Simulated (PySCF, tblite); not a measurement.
# C22H10: electronic excitations, NMR shifts

Wanted: electronic excitations, NMR shifts for C22H10 (`c1cc2cc3cc4ccc5ccc6c7cc(c1)c2c3c7c4c56`).

Computed with tblite 0.8.0 and PySCF 2.14.0 and routines of our own; the level stands in each step. Atoms count from 0.

### 1 The starting structure

32 atoms, charge 0, multiplicity 1; geometry from: force field, distance geometry or constructed start.

### 2 Optimising the geometry with GFN2-xTB

What the job is given:

```
{"job": {"kind": "relax", "xc": "GFN2-xTB", "basis": "xTB"}, "charge": 0, "multiplicity": 1}
C      4.586000     0.117400    -0.580700
C      4.227500    -1.192500    -0.470700
C      2.836100    -1.513900    -0.270900
C      2.046200    -2.624800    -0.119200
C      0.633400    -2.184500     0.042400
C     -0.649100    -2.655400     0.222300
C     -1.801100    -1.635900     0.310600
C     -3.156500    -1.697400     0.489400
C     -4.077200    -0.418100     0.533000
C     -3.577700     0.841900     0.403000
C     -3.872900     2.269600     0.359100
C     -2.689100     2.954700     0.175400
C     -1.573600     2.030000     0.090500
C     -0.142100     1.646500    -0.075000
C      1.128700     2.108600    -0.256200
C      2.287600     1.077300    -0.339000
C      3.617400     1.274100    -0.520700
C      1.986500    -0.350700    -0.231400
C      0.762800    -0.759800    -0.052600
C     -0.202500     0.198100     0.016200
C     -1.410100    -0.267000     0.191200
C     -2.194100     0.854500     0.227000
H      5.627800     0.392800    -0.717500
H      4.956700    -1.997600    -0.513000
H      2.370300    -3.653900    -0.096100
H     -0.885000    -3.709000     0.314400
H     -3.674800    -2.645600     0.604000
H     -5.140500    -0.596200     0.677700
H     -4.853400     2.701200     0.459300
H     -2.581700     4.028500     0.107800
H      1.373200     3.156400    -0.343900
H      4.031700     2.269600    -0.627300
```

Started as:

```
> OMP_NUM_THREADS=1 python large_run.py task.json out
```

This one command runs all jobs of the session in turn.

Log:

```text
step      E/eV     max force
  0   -1415.33125    4.263
  1   -1416.13218    2.451
  2   -1416.57675    2.034
  3   -1416.78836    0.950
  4   -1416.89199    0.631
  5   -1416.95769    0.597
  6   -1417.04395    0.590
  7   -1417.08282    0.372
  8   -1417.09967    0.269
  9   -1417.10780    0.209
 10   -1417.11369    0.168
 11   -1417.11798    0.131
 12   -1417.12006    0.093
 13   -1417.12091    0.063
 14   -1417.12132    0.048
 15   -1417.12160    0.031
 16   -1417.12176    0.027
 17   -1417.12188    0.021
 18   -1417.12198    0.023
 19   -1417.12206    0.018
```

Run time: 0.52 s. Hardware: 1 thread of Arm Neoverse V1, shared host; peak memory 0.18 GiB.

Step by step:

```tsv
step	energy from step 0 (eV)	largest force (eV/Å)
0	0.0000	4.2635
1	-0.8009	2.4511
2	-1.2455	2.0344
3	-1.4571	0.9499
4	-1.5607	0.6318
5	-1.6264	0.5971
6	-1.7127	0.5893
7	-1.7516	0.3722
8	-1.7684	0.2688
9	-1.7766	0.2092
10	-1.7824	0.1674
11	-1.7867	0.1316
12	-1.7888	0.0925
13	-1.7897	0.0628
14	-1.7901	0.0481
15	-1.7903	0.0307
16	-1.7905	0.0277
17	-1.7906	0.0212
18	-1.7907	0.0228
19	-1.7908	0.0171
```

Distances of close pairs at the start and the end, largest changes first:

```tsv
bond	before (Å)	after (Å)	change (Å)
C7–C8	1.577	1.387	-0.189
C5–C6	1.541	1.414	-0.127
C0–C16	1.510	1.390	-0.120
C12–C21	1.336	1.450	+0.114
C2–C3	1.372	1.474	+0.102
C6–C7	1.369	1.461	+0.093
C14–C15	1.554	1.462	-0.091
C10–C11	1.380	1.471	+0.091
```

The next job starts from the end point, and lists it.

### 3 Electronic excitations: TDDFT PBE0/def2-SVP

What the job is given:

```
{"job": {"kind": "uv", "basis": "def2-SVP", "grid": 1, "kgrid": 0, "vcut": 1.5, "nstates": 6, "ntriplets": 2, "tda": false, "delta": [], "pop": true, "xc": "PBE0"}, "charge": 0, "multiplicity": 1}
C      4.571530     0.191656    -0.581223
C      4.203473    -1.165426    -0.462951
C      2.857941    -1.446792    -0.279432
C      1.928613    -2.577084    -0.102002
C      0.601518    -2.121303     0.039637
C     -0.759326    -2.579564     0.235019
C     -1.829801    -1.659437     0.318992
C     -3.279318    -1.680364     0.501860
C     -4.094050    -0.558230     0.542868
C     -3.621454     0.807320     0.409247
C     -3.852410     2.185932     0.363396
C     -2.588558     2.911904     0.166310
C     -1.531091     2.032948     0.081311
C     -0.082366     1.632728    -0.078127
C      1.229567     2.050346    -0.264813
C      2.329141     1.090365    -0.350157
C      3.718473     1.288198    -0.533930
C      2.064913    -0.279237    -0.243091
C      0.770442    -0.703756    -0.058154
C     -0.183837     0.211900     0.011489
C     -1.464064    -0.309733     0.199711
C     -2.236642     0.775718     0.237462
H      5.624397     0.396576    -0.722872
H      4.969263    -1.925663    -0.518409
H      2.254007    -3.603615    -0.087169
H     -0.952905    -3.641854     0.317155
H     -3.766442    -2.640283     0.615521
H     -5.153039    -0.732593     0.685668
H     -4.794187     2.702140     0.452743
H     -2.562329     3.987087     0.105648
H      1.487066     3.097531    -0.353995
H      4.132343     2.281548    -0.638702
```

With the program's defaults for keys left out, this is: TDDFT PBE0/def2-SVP, vertical, gas phase, core orbitals frozen in the response, virtual orbitals cut by energy.

Log:

```text
start: PBE on a coarse grid of 28354 points
cycle   1  E = -842.2750775366  dE =  4.120e+00  |g| = 6.898e-01  |ddm| = 9.216e+00
cycle   2  E = -841.7206704566  dE =  5.544e-01  |g| = 1.418e+00  |ddm| = 3.195e+00
cycle   3  E = -842.0416321316  dE = -3.210e-01  |g| = 9.660e-01  |ddm| = 3.070e+00
cycle   4  E = -842.4060558757  dE = -3.644e-01  |g| = 2.281e-01  |ddm| = 1.561e+00
cycle   5  E = -842.4091462990  dE = -3.090e-03  |g| = 2.028e-01  |ddm| = 6.099e-01
cycle   6  E = -842.4215090314  dE = -1.236e-02  |g| = 8.914e-02  |ddm| = 3.422e-01
cycle   7  E = -842.4239562319  dE = -2.447e-03  |g| = 1.912e-02  |ddm| = 1.473e-01
cycle   8  E = -842.4240303186  dE = -7.409e-05  |g| = 1.171e-02  |ddm| = 3.562e-02
cycle   9  E = -842.4240670019  dE = -3.668e-05  |g| = 3.859e-03  |ddm| = 1.991e-02
final grid: 125713 points
cycle  10  E = -842.6617381596  dE = -1.034e-02  |g| = 4.928e-02  |ddm| = 1.881e+00
cycle  11  E = -842.6605915745  dE =  1.147e-03  |g| = 7.560e-02  |ddm| = 1.804e-01
cycle  12  E = -842.6616914678  dE = -1.100e-03  |g| = 4.923e-02  |ddm| = 1.585e-01
cycle  13  E = -842.6625238958  dE = -8.324e-04  |g| = 1.234e-02  |ddm| = 7.376e-02
cycle  14  E = -842.6625662785  dE = -4.238e-05  |g| = 3.393e-03  |ddm| = 2.098e-02
cycle  15  E = -842.6625697635  dE = -3.485e-06  |g| = 1.470e-03  |ddm| = 6.916e-03
cycle  16  E = -842.6625723676  dE = -2.604e-06  |g| = 5.268e-04  |ddm| = 2.962e-03
cycle  17  E = -842.6625716290  dE =  7.386e-07  |g| = 1.981e-04  |ddm| = 1.512e-03
cycle  18  E = -842.6625725113  dE = -8.823e-07  |g| = 1.043e-04  |ddm| = 5.822e-04
cycle  19  E = -842.6625718269  dE =  6.844e-07  |g| = 4.381e-05  |ddm| = 3.833e-04
converged SCF energy = -842.6625718269

Static polarisability (au): isotropic 289.876, principal 88.237 277.334 504.055

Singlet excitations
state   eV       nm        f      main configurations
  1   1.3533    916.2   0.01882   H->L 0.81, H-1->L 0.17
  2   2.0096    617.0   0.03081   H-2->L 0.55, H-1->L 0.35
  3   2.2210    558.2   0.09962   H-2->L 0.43, H-1->L 0.37
  4   3.0187    410.7   0.02758   H-3->L 0.85
  5   3.2701    379.1   0.24646   H->L+1 0.70
  6   3.6038    344.0   0.07562   H-1->L+1 0.39, H->L+2 0.27, H-4->L 0.18

Triplet excitations (Tamm-Dancoff, eV): 0.5633 1.2376
```

It took 77 s on 1 thread of Arm Neoverse V1, shared host; peak memory 0.66 GiB.

Frontier orbitals and where they lie:

```tsv
orbital	eV	atoms
HOMO−4	-7.94	C5 21 %, C11 10 %, C4 9 %
HOMO−3	-7.34	C13 17 %, C7 10 %, C14 10 %
HOMO−2	-6.52	C17 16 %, C0 14 %, C4 9 %
HOMO−1	-6.21	C21 15 %, C11 14 %, C3 12 %
HOMO	-5.55	C10 19 %, C12 14 %, C16 8 %
LUMO	-3.52	C3 18 %, C5 14 %, C10 13 %
LUMO+1	-1.77	C14 17 %, C13 12 %, C1 10 %
LUMO+2	-0.94	C8 16 %, C19 10 %, C0 8 %
LUMO+3	0.33	C7 17 %, C0 11 %, C8 10 %
```

With each of the 6 states as a Gaussian band of 0.4 eV half-width at 1/e, the curve within the window shown has maxima at 569 nm (ε 5,100), 376 nm (ε 12,000) L/(mol cm). Beyond the last state computed it falls off for lack of states. The curve at chosen wavelengths:

nm, ε (L/mol/cm) and a bar:
```
      318       2564 ######
      365      11787 ##############################
      413       7961 ####################
      460       2931 #######
      507       3596 #########
      554       4965 ############
      602       4702 ############
      649       3501 #########
      696       2357 ######
      744       1605 ####
      791       1221 ###
      838       1036 ##
      885        935 ##
      933        857 ##
      980        779 ##
     1027        696 #
     1074        612 #
     1122        528 #
     1169        452 #
     1216        384 #
     1264        323 
     1311        271 
     1358        228 
     1405        191 
     1453        160 
     1500        135
```

Further results of this job:

```tsv
property	computed
dipole moment (D)	0.99
polarisability (Å³)	42.96
HOMO–LUMO gap (eV)	2.03
−ε(HOMO) (eV)	5.55
```

### 4 NMR shifts: GIAO KT3/pcSseg-1

The job, as its differences from that of step 3:

```diff
@@ -1,2 +1,2 @@
-{"job": {"kind": "uv", "basis": "def2-SVP", "grid": 1, "kgrid": 0, "vcut": 1.5, "nstates": 6, "ntriplets": 2, "tda": false, "delta": [], "pop": true, "xc": "PBE0"}, "charge": 0, "multiplicity": 1}
+{"job": {"kind": "nmr", "xc": "KT3", "basis": "pcSseg-1", "pop": false}, "charge": 0, "multiplicity": 1}
 C      4.571530     0.191656    -0.581223
```

Level: GIAO KT3/pcSseg-1 NMR shielding, non-relativistic, gas phase.

Log:

```text
start: PBE on a coarse grid of 28354 points
cycle   1  E = -842.7556100257  dE =  4.321e+00  |g| = 7.354e-01  |ddm| = 7.664e+00
cycle   2  E = -842.1755359720  dE =  5.801e-01  |g| = 1.479e+00  |ddm| = 3.437e+00
cycle   3  E = -842.5121760223  dE = -3.366e-01  |g| = 1.004e+00  |ddm| = 3.001e+00
cycle   4  E = -842.8971333002  dE = -3.850e-01  |g| = 2.350e-01  |ddm| = 1.426e+00
cycle   5  E = -842.8996077187  dE = -2.474e-03  |g| = 2.111e-01  |ddm| = 5.570e-01
cycle   6  E = -842.9130490050  dE = -1.344e-02  |g| = 8.921e-02  |ddm| = 3.093e-01
cycle   7  E = -842.9154177572  dE = -2.369e-03  |g| = 2.074e-02  |ddm| = 1.353e-01
cycle   8  E = -842.9155053030  dE = -8.755e-05  |g| = 1.241e-02  |ddm| = 3.415e-02
cycle   9  E = -842.9155457888  dE = -4.049e-05  |g| = 4.074e-03  |ddm| = 1.926e-02
final grid: 266973 points
cycle  10  E = -858.2690886505  dE = -5.013e-02  |g| = 2.797e-02  |ddm| = 1.930e+00
cycle  11  E = -858.2670635973  dE =  2.025e-03  |g| = 7.782e-02  |ddm| = 1.545e-01
cycle  12  E = -858.2677062922  dE = -6.427e-04  |g| = 6.242e-02  |ddm| = 1.647e-01
cycle  13  E = -858.2692020084  dE = -1.496e-03  |g| = 1.830e-02  |ddm| = 9.354e-02
cycle  14  E = -858.2692919191  dE = -8.991e-05  |g| = 7.720e-03  |ddm| = 2.805e-02
cycle  15  E = -858.2693091702  dE = -1.725e-05  |g| = 1.550e-03  |ddm| = 1.241e-02
cycle  16  E = -858.2693100788  dE = -9.086e-07  |g| = 9.406e-04  |ddm| = 3.198e-03
cycle  17  E = -858.2693110142  dE = -9.353e-07  |g| = 3.448e-04  |ddm| = 1.635e-03
cycle  18  E = -858.2693094466  dE =  1.568e-06  |g| = 1.021e-04  |ddm| = 6.256e-04
cycle  19  E = -858.2693116630  dE = -2.216e-06  |g| = 4.209e-05  |ddm| = 4.678e-04
converged SCF energy = -858.2693116630

GIAO shielding tensors (ppm)
atom      isotropic    diamagn.    paramagn.     s11        s22        s33       span
  0 C       63.408     249.627    -186.219    -32.096     56.570    165.749    197.845
  1 C       68.694     248.312    -179.618     -7.645     45.481    168.246    175.891
  2 C       46.735     253.485    -206.751    -22.039     27.740    134.503    156.543
  3 C       48.739     249.119    -200.379     -6.123     25.853    126.488    132.611
  4 C       55.353     252.812    -197.459    -12.291     26.317    152.034    164.326
  5 C       60.167     249.162    -188.995     -2.232     23.987    158.746    160.979
  6 C       64.941     247.228    -182.288     -3.853     19.236    179.439    183.292
  7 C       67.980     250.407    -182.428     -9.758     60.051    153.646    163.404
  8 C       65.480     249.011    -183.531    -12.852     51.260    158.031    170.883
  9 C       67.571     262.031    -194.459     -4.900     25.736    181.878    186.779
 10 C       48.482     255.105    -206.623      3.479     29.369    112.599    109.120
 11 C       56.767     254.624    -197.858     -2.687     37.717    135.270    137.956
 12 C       49.201     249.285    -200.084    -20.904     55.227    113.279    134.183
 13 C       59.339     245.333    -185.994    -19.138     47.383    149.773    168.911
 14 C       71.302     250.629    -179.327      8.028     46.612    159.266    151.238
 15 C       58.333     249.407    -191.074     -8.747     14.067    169.679    178.426
 16 C       62.529     247.090    -184.561    -21.429     47.386    161.630    183.058
 17 C       56.893     253.879    -196.986     -8.376      0.083    178.970    187.346
 18 C       61.685     246.061    -184.375     -8.224     38.218    155.062    163.286
 19 C       51.820     244.517    -192.697    -10.733     23.264    142.928    153.661
 20 C       63.624     247.539    -183.915     -5.099     22.500    173.472    178.571
 21 C       28.226     264.887    -236.660    -26.893     19.546     92.027    118.920
 22 H       24.358      25.536      -1.178     19.776     26.092     27.207      7.430
 23 H       24.374      30.150      -5.775     20.158     25.679     27.286      7.129
 24 H       24.426      33.523      -9.097     21.692     24.788     26.798      5.106
 25 H       24.464      31.973      -7.510     20.837     25.528     27.027      6.191
 26 H       25.118      29.592      -4.473     21.326     26.232     27.797      6.471
 27 H       24.993      26.490      -1.497     21.336     26.432     27.212      5.876
 28 H       25.307      31.901      -6.595     23.792     25.383     26.746      2.954
 29 H       25.456      34.995      -9.539     24.044     24.797     27.526      3.482
 30 H       24.346      34.902     -10.556     19.015     26.008     28.015      9.001
 31 H       24.214      31.607      -7.393     19.983     24.945     27.714      7.731
```

Run time: 54 s. Hardware: 1 thread of Arm Neoverse V1, shared host; peak memory 0.66 GiB.

Shifts follow as δ = σ(reference) − σ, with reference shieldings (ppm) from runs at the same level and on the same kind of geometry: $^{1}$H TMS 31.76, $^{13}$C TMS 184.7. The references are single molecules in the gas phase.

```tsv
atoms	environment	σ (ppm)	δ (ppm)
C21	ring-fusion aromatic carbon	28.2	156.5
C2	ring-fusion aromatic carbon	46.7	138.0
C10	aromatic CH	48.5	136.2
C3	aromatic CH	48.7	135.9
C12	ring-fusion aromatic carbon	49.2	135.5
C19	ring-fusion aromatic carbon	51.8	132.9
C4	ring-fusion aromatic carbon	55.4	129.3
C11	aromatic CH	56.8	127.9
C17	ring-fusion aromatic carbon	56.9	127.8
C15	ring-fusion aromatic carbon	58.3	126.4
C13	ring-fusion aromatic carbon	59.3	125.3
C5	aromatic CH	60.2	124.5
C18	ring-fusion aromatic carbon	61.7	123.0
C16	aromatic CH	62.5	122.2
C0	aromatic CH	63.4	121.3
C20	ring-fusion aromatic carbon	63.6	121.1
C6	ring-fusion aromatic carbon	64.9	119.7
C8	aromatic CH	65.5	119.2
C9	ring-fusion aromatic carbon	67.6	117.1
C7	aromatic CH	68.0	116.7
C1	aromatic CH	68.7	116.0
C14	aromatic CH	71.3	113.4
H31	hydrogen on an aromatic CH	24.21	7.54
H30	hydrogen on an aromatic CH	24.35	7.41
H22	hydrogen on an aromatic CH	24.36	7.40
H23	hydrogen on an aromatic CH	24.37	7.38
H24	hydrogen on an aromatic CH	24.43	7.33
H25	hydrogen on an aromatic CH	24.46	7.29
H27	hydrogen on an aromatic CH	24.99	6.76
H26	hydrogen on an aromatic CH	25.12	6.64
H28	hydrogen on an aromatic CH	25.31	6.45
H29	hydrogen on an aromatic CH	25.46	6.30
```

Ring of atoms C0, C1, C2, C15, C16, C17: NICS(0) -7.6, NICS(1) -10.4, NICS(1)zz -24.7 ppm (means of both faces).

Ring of atoms C2, C3, C4, C17, C18: NICS(0) 6.3, NICS(1) 0.7, NICS(1)zz 11.0 ppm (means of both faces). The environment labels follow the drawn formula, which counts this ring as aromatic; its NICS shows no such ring current.

Ring of atoms C4, C5, C6, C18, C19, C20: NICS(0) 3.0, NICS(1) -1.4, NICS(1)zz 4.4 ppm (means of both faces). The environment labels follow the drawn formula, which counts this ring as aromatic; its NICS shows no such ring current.

### 5 Outcome

| quantity | value |
| --- | --- |
| lowest singlet (PBE0/def2-SVP) | 1.35 eV (916 nm), f = 0.019 |
| brightest single state of those computed | state 5, 3.27 eV, f = 0.246 |
| lowest triplet | 0.56 eV |
| $^{13}$C shifts against TMS (KT3/pcSseg-1) | 156.5, 138.0, 136.2, 135.9, 135.5, 132.9, 129.3, 127.9, 127.8, 126.4, 125.3, 124.5, 123.0, 122.2 ppm and more |
| $^{1}$H shifts against TMS (KT3/pcSseg-1) | 7.54, 7.41, 7.40, 7.38, 7.33, 7.29, 6.76, 6.64, 6.45, 6.30 ppm |

**Reading.** The lowest singlet, at 1.35 eV, is HOMO→LUMO 0.81, HOMO−1→LUMO 0.17 and is weak; of the 6 states computed, the strongest absorption comes from state 5 at 3.27 eV. State 2 absorbs in the visible (617 nm). The lowest triplet lies 0.79 eV below the lowest singlet (triplets in Tamm-Dancoff, singlets in full TDDFT). At KT3/pcSseg-1: The largest span, 198 ppm, is at C0, where the paramagnetic term is -186 ppm. NICS(1)zz of -25 ppm above the planar ring from C0 marks a diatropic (aromatic) ring current.
